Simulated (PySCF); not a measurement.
# TcO₃⁻: relaxation and vibrations of the triplet

The task is one start of a wider search on TcO₃⁻: the triplet, from a side-on plus terminal start. It is relaxed, tested by its Hessian and followed downhill if it is a saddle.

Program: PySCF 2.14.0. Level of theory: PBE0, basis Tc def2-SVPD with ECP28, O def2-SVPD, scalar-relativistic core potentials, no spin–orbit coupling, density fitting. These are calculated values, not measurements.

## (1) The system as given

4 atoms, charge -1, spin multiplicity 3.

Bond lengths: Tc1–O2 1.967 Å, Tc1–O3 1.967 Å, Tc1–O4 1.830 Å, O2–O3 1.440 Å. Angles: O2–Tc1–O3 42.9°, O2–Tc1–O4 158.5°, O3–Tc1–O4 158.5°, Tc1–O2–O3 68.5°, Tc1–O3–O2 68.5°.

Z-matrix (Å, degrees; charge -1 multiplicity 3):
```
Tc
O  1 1.9673
O  1 1.9673 2 42.94
O  1 1.8296 2 158.53 3 180.00
```

## (2) The SCF at the typed geometry

One driver script runs all steps and calls PySCF; scf.py shows how it sets up the SCF of each step. The optimiser is the driver's own. After this first run the driver tries any further starts and a stability analysis.

Input file scf.py:

```python
from pyscf import gto, scf, dft
mol = gto.M(atom='''
Tc     0.000000     0.000000     0.000000
O      0.720000     0.000000     1.830800
O     -0.720000     0.000000     1.830800
O      0.000000     0.000000    -1.829600''',
    basis={'Tc': 'def2-SVPD', 'O': 'def2-SVPD'},
    ecp={'Tc': 'def2-SVPD'},
    charge=-1, spin=2)
mf = dft.UKS(mol, xc='PBE0')
mf.grids.atom_grid = (50, 194)
aux = {'Tc': 'def2-universal-JKFIT', 'O': 'def2-universal-JKFIT'}
mf = mf.density_fit(auxbasis=aux)
mf.conv_tol = 1e-08
mf.diis_space = 10
mf.max_cycle = 60
mf.init_guess = 'minao'
mf.verbose = 4
mf.kernel()
```

The run is started by

```bash
$ OMP_NUM_THREADS=2 python axn.py task.json out
```

Standard output:

```text
init E= -297.417839100768
[... the frontier-level lines of each cycle are left out ...]
cycle= 1 E= -305.717476263912  delta_E= -8.3  |g|= 0.75  |ddm|= 2.57
cycle= 2 E= -302.443754601635  delta_E= 3.27  |g|= 2.35  |ddm|= 9.43
cycle= 3 E= -305.859316719342  delta_E= -3.42  |g|= 0.492  |ddm|= 9.34
cycle= 4 E= -305.968123428806  delta_E= -0.109  |g|= 0.182  |ddm|= 0.68
cycle= 5 E= -305.977951044105  delta_E= -0.00983  |g|= 0.0961  |ddm|= 0.193
cycle= 6 E= -305.981380988285  delta_E= -0.00343  |g|= 0.043  |ddm|= 0.12
cycle= 7 E= -305.982261086157  delta_E= -0.00088  |g|= 0.0113  |ddm|= 0.0417
cycle= 8 E= -305.982361346065  delta_E= -0.0001  |g|= 0.00279  |ddm|= 0.0205
cycle= 9 E= -305.982395350199  delta_E= -3.4e-05  |g|= 0.00204  |ddm|= 0.0157
cycle= 10 E= -305.982428812252  delta_E= -3.35e-05  |g|= 0.00218  |ddm|= 0.0146
cycle= 11 E= -305.98239225211  delta_E= 3.66e-05  |g|= 0.00191  |ddm|= 0.017
cycle= 12 E= -305.982349703249  delta_E= 4.25e-05  |g|= 0.000557  |ddm|= 0.0432
cycle= 13 E= -305.982348775581  delta_E= 9.28e-07  |g|= 0.000165  |ddm|= 0.00827
cycle= 14 E= -305.982348862605  delta_E= -8.7e-08  |g|= 0.000107  |ddm|= 0.000938
cycle= 15 E= -305.982348878531  delta_E= -1.59e-08  |g|= 3.36e-05  |ddm|= 0.000291
cycle= 16 E= -305.982348882879  delta_E= -4.35e-09  |g|= 1.06e-05  |ddm|= 0.000215
Extra cycle  E= -305.982348883158  delta_E= -2.79e-10  |g|= 8.36e-06  |ddm|= 3.38e-05
converged SCF energy = -305.982348883158  <S^2> = 2.016591  2S+1 = 3.0110403
```

This step, with its further starts and checks, took 22 s on 2 threads of Arm Neoverse V1, shared host.

Energies from each starting density:

| start | energy (Eh) |
| --- | --- |
| the minimal-basis guess | -305.982349 |
| a thermally smeared density | -306.021034 |
| a smeared PBE density | -306.021034 |

This is not the lowest solution: one lies 101.6 kJ/mol lower, at -306.02103 Eh, and the relaxation starts from that.

## (3) Relaxing the triplet from the side-on plus terminal start

The program finds C2v symmetry in the start, which this walk keeps. Threshold on the gradient: 0.0003 Eh/bohr, with a further test on the energy change.

Edit scf.py of step 2 so:

```diff
@@ -3,4 +3,4 @@
-Tc     0.000000     0.000000     0.000000
-O      0.720000     0.000000     1.830800
-O     -0.720000     0.000000     1.830800
-O      0.000000     0.000000    -1.829600''',
+Tc     0.000000     0.000000    -0.199485
+O      0.720000     0.000000     1.631315
+O     -0.720000     0.000000     1.631315
+O      0.000000     0.000000    -2.029085''',
@@ -17 +16,0 @@
-mf.init_guess = 'minao'
```

Steps of the walk:

| step | energy (Eh) | change (kJ/mol) | largest symmetric gradient (Eh/bohr) |
| --- | --- | --- | --- |
| 0 | -306.021034 | 0.00 | 0.07955 |
| 1 | -306.032058 | -28.94 | 0.00866 |
| 2 | -306.032135 | -29.14 | 0.00323 |
| 3 | -306.032146 | -29.17 | 0.00006 |

The walk took 12 s.

It settles in C2v symmetry, 29.2 kJ/mol below the start, after 3 steps: O–O 1.437 Å, Tc–O 1.704 Å, Tc–O 1.945 Å (×2); O–O–Tc 68.3° (×2), O–Tc–O 43.3°, O–Tc–O 158.3° (×2).

## (4) Hessian and properties

The point is checked on the finer grid, and tightened if its gradient asks for it. The Hessian and the dipole derivatives come from central differences of analytic gradients, with steps of 0.02 bohr.

Edit scf.py of step 3 so:

```diff
@@ -3,4 +3,4 @@
-Tc     0.000000     0.000000    -0.199485
-O      0.720000     0.000000     1.631315
-O     -0.720000     0.000000     1.631315
-O      0.000000     0.000000    -2.029085''',
+Tc     0.000000     0.000000    -0.208210
+O      0.718329     0.000000     1.599755
+O     -0.718329     0.000000     1.599755
+O      0.000000     0.000000    -1.912449''',
@@ -11 +11 @@
-mf.grids.atom_grid = (50, 194)
+mf.grids.atom_grid = (75, 302)
@@ -14 +14 @@
-mf.conv_tol = 1e-08
+mf.conv_tol = 1e-10
```

This SCF starts from the last density.

Log of the central SCF (cycles and frontier levels):

```text
init E= -306.03220837575
[... the frontier-level lines of each cycle are left out ...]
cycle= 1 E= -306.032208375717  delta_E= 3.29e-11  |g|= 1.09e-05  |ddm|= 1.25e-05
cycle= 2 E= -306.032208375238  delta_E= 4.79e-10  |g|= 3.63e-05  |ddm|= 3.31e-05
cycle= 3 E= -306.032208375768  delta_E= -5.3e-10  |g|= 9.53e-07  |ddm|= 2.62e-05
cycle= 4 E= -306.032208375769  delta_E= -1.48e-12  |g|= 6.1e-07  |ddm|= 2.26e-06
Extra cycle  E= -306.032208375769  delta_E= -5.68e-14  |g|= 1e-06  |ddm|= 4.05e-06
converged SCF energy = -306.032208375769  <S^2> = 2.015761  2S+1 = 3.010489
```

The whole step took 73 s.

Geometry: C2v; O–O 1.437 Å, Tc–O 1.704 Å, Tc–O 1.945 Å (×2); O–O–Tc 68.3° (×2), O–Tc–O 43.3°, O–Tc–O 158.3° (×2).

Harmonic modes (main isotopes):

```csv
symmetry,ω (cm⁻¹),IR (km/mol),μ (u)
b1,96i,1.7,21.30
b2,152,1.8,19.43
b2,470,13.3,17.29
a1,578,77.8,18.86
a1,934,376,18.22
a1,953,28.0,16.00
```

With 1 mode imaginary (up to 96i cm⁻¹) this point is a saddle.

Constants and moments:

* Dipole moment about the centre of mass: 0.62 D
* Highest occupied level: -0.61 eV
* Lowest empty level: 2.63 eV
* Rotational constants: 1.021, 0.1165, 0.1046 cm⁻¹
* Zero-point energy (real modes): 18.5 kJ/mol
* Principal polarisabilities: 59.6, 63.7, 78.0 bohr³
* Principal traceless quadrupole moments about the centre of mass: -17.55, 8.70, 8.85 D Å
* Spin squared ⟨S²⟩: 2.016

Charges (e) and bond orders:

| atom | Mulliken | Löwdin | polar tensor | spin (Mulliken) | Mayer order to Tc1 |
| --- | --- | --- | --- | --- | --- |
| Tc1 | 1.12 | 0.83 | 0.78 | 2.08 | – |
| O2,3 | -0.61 | -0.56 | -0.48 | 0.01 | 0.43 |
| O4 | -0.90 | -0.72 | -0.82 | -0.09 | 1.36 |

Mulliken populations on Tc1 (outside its core potential): s 2.81, p 5.93, d 5.10, f 0.04.

## (5) Downhill along the imaginary mode

The atoms are moved a little along the softest imaginary mode and relaxed again.

The program finds Cs symmetry in the start, which this walk keeps.

Edit scf.py of step 4 so:

```diff
@@ -3,4 +3,4 @@
-Tc     0.000000     0.000000    -0.208210
-O      0.718329     0.000000     1.599755
-O     -0.718329     0.000000     1.599755
-O      0.000000     0.000000    -1.912449''',
+Tc     0.000000     0.078539    -0.208162
+O      0.718329    -0.117828     1.599803
+O     -0.718329    -0.117828     1.599803
+O      0.000000    -0.250000    -1.912401''',
@@ -11 +11 @@
-mf.grids.atom_grid = (75, 302)
+mf.grids.atom_grid = (50, 194)
@@ -14 +14 @@
-mf.conv_tol = 1e-10
+mf.conv_tol = 1e-08
```

Energy and gradient, step by step:

| step | energy (Eh) | change (kJ/mol) | largest symmetric gradient (Eh/bohr) |
| --- | --- | --- | --- |
| 0 | -306.031892 | 0.00 | 0.02972 |
| 1 | -306.033061 | -3.07 | 0.00736 |
| 2 | -306.033211 | -3.46 | 0.00178 |
| 3 | -306.033321 | -3.75 | 0.00417 |
| 4 | -306.033399 | -3.96 | 0.00494 |
| 5 | -306.033429 | -4.03 | 0.00162 |
| 6 | -306.033433 | -4.05 | 0.00006 |

The walk took 25 s.

After 6 steps and 4.0 kJ/mol it ends at Cs: O–O 1.436 Å, Tc–O 1.695 Å, Tc–O 1.941 Å (×2); O–O–Tc 68.3° (×2), O–Tc–O 43.4°, O–Tc–O 147.5° (×2).

## (6) Is it a minimum? Harmonic modes

The same treatment as at the point before.

Edit scf.py of step 5 so:

```diff
@@ -3,4 +3,4 @@
-Tc     0.000000     0.078539    -0.208162
-O      0.718329    -0.117828     1.599803
-O     -0.718329    -0.117828     1.599803
-O      0.000000    -0.250000    -1.912401''',
+Tc     0.000000     0.113153    -0.209294
+O      0.718181    -0.183577     1.569130
+O     -0.718181    -0.183577     1.569130
+O      0.000000    -0.333854    -1.843902''',
@@ -11 +11 @@
-mf.grids.atom_grid = (50, 194)
+mf.grids.atom_grid = (75, 302)
@@ -14 +14 @@
-mf.conv_tol = 1e-08
+mf.conv_tol = 1e-10
```

SCF at the final geometry:

```text
init E= -306.033427359953
[... the frontier-level lines of each cycle are left out ...]
cycle= 1 E= -306.033427359942  delta_E= 1.09e-11  |g|= 1.21e-05  |ddm|= 2.23e-05
cycle= 2 E= -306.033427359417  delta_E= 5.25e-10  |g|= 3.89e-05  |ddm|= 3.7e-05
cycle= 3 E= -306.033427360028  delta_E= -6.11e-10  |g|= 1.76e-06  |ddm|= 2.85e-05
cycle= 4 E= -306.033427360039  delta_E= -1.16e-11  |g|= 1.46e-06  |ddm|= 8.41e-06
Extra cycle  E= -306.033427360049  delta_E= -1.01e-11  |g|= 2.2e-06  |ddm|= 1e-05
converged SCF energy = -306.033427360049  <S^2> = 2.0131888  2S+1 = 3.0087797
```

The whole step took 92 s on 2 threads of Arm Neoverse V1, shared host.

Geometry: Cs; O–O 1.436 Å, Tc–O 1.695 Å, Tc–O 1.941 Å (×2); O–O–Tc 68.3° (×2), O–Tc–O 43.4°, O–Tc–O 147.5° (×2).

Harmonic modes (main isotopes):

```
symmetry  ω (cm⁻¹)  IR (km/mol)  μ (u)
      a'       121          4.1  20.69
     a''       200          1.6  18.50
     a''       472          9.0  17.11
      a'       583         85.1  19.13
      a'       944          387  18.12
      a'       956         19.4  16.10
```

All wavenumbers are real: a minimum.

Properties at this point:

| Item | Value |
| --- | --- |
| Dipole moment about the centre of mass | 0.82 D |
| Highest occupied level | -0.53 eV |
| Lowest empty level | 2.59 eV |
| Rotational constants | 0.8181, 0.119, 0.1095 cm⁻¹ |
| Zero-point energy | 19.6 kJ/mol |
| Principal polarisabilities | 59.7, 66.1, 77.9 bohr³ |
| Principal traceless quadrupole moments about the centre of mass | -15.92, 7.49, 8.43 D Å |
| Entropy at 298.15 K and 1 bar (electronic part: spin only) | 310.7 J/(mol K) |
| Heat capacity Cp at 298.15 K | 62.6 J/(mol K) |
| Enthalpy at 298.15 K above 0 K | 14.54 kJ/mol |
| Rotational symmetry number | 1 |
| Spin squared ⟨S²⟩ | 2.013 |

Charges (e) and bond orders:

```json
{"atom": "Tc1", "Mulliken": "1.11", "Löwdin": "0.79", "polar tensor": "0.84", "spin (Mulliken)": "2.07", "Mayer order to Tc1": "–"}
{"atom": "O2,3", "Mulliken": "-0.60", "Löwdin": "-0.55", "polar tensor": "-0.49", "spin (Mulliken)": "-0.01", "Mayer order to Tc1": "0.46"}
{"atom": "O4", "Mulliken": "-0.91", "Löwdin": "-0.70", "polar tensor": "-0.86", "spin (Mulliken)": "-0.06", "Mayer order to Tc1": "1.39"}
```

Mulliken populations on Tc1 (outside its core potential): s 2.71, p 5.99, d 5.14, f 0.04.

## (7) The points found, side by side

| spin | group | bonds | imaginary modes (cm⁻¹) | ΔE (kJ/mol) | with zero-point energy |
| --- | --- | --- | --- | --- | --- |
| triplet | Cs | O–O 1.436 Å, Tc–O 1.695 Å, Tc–O 1.941 Å (×2) | none | 0.0 | 0.0 |
| triplet | C2v | O–O 1.437 Å, Tc–O 1.704 Å, Tc–O 1.945 Å (×2) | 96i | 3.2 | – |

## (8) Results

| quantity | value |
| --- | --- |
| minimum | triplet, Cs |
| geometry | O–O 1.436 Å, Tc–O 1.695 Å, Tc–O 1.941 Å (×2); O–O–Tc 68.3° (×2), O–Tc–O 43.4°, O–Tc–O 147.5° (×2) |
| wavenumbers (cm⁻¹) | 121 (a'), 200 (a''), 472 (a''), 583 (a'), 944 (a'), 956 (a') |
| dipole moment (centre of mass) | 0.82 D |
| highest occupied, lowest empty level (either spin) | -0.53, 2.59 eV |
| polar-tensor charge of Tc1 | +0.84 e |
| zero-point energy | 19.6 kJ/mol |
| entropy at 298.15 K | 310.7 J/(mol K) |
| ⟨S²⟩ | 2.013 |

What this shows: The side-on plus terminal start (C2v) ends in a minimum of Cs symmetry, after a stop at a saddle point 3.2 kJ/mol higher, from which it was pushed off along an imaginary mode. In the infrared the band at 944 cm⁻¹ (a') leads. Most of the spin sits on Tc1 (Mulliken spin 2.07, against 2 for the whole molecule). The first SCF alone would have been 102 kJ/mol too high. Other starts or spin states, not run here, may lie lower. One determinant may miss the lowest occupation of an open d or f shell.

The search up to here took 3.7 min.
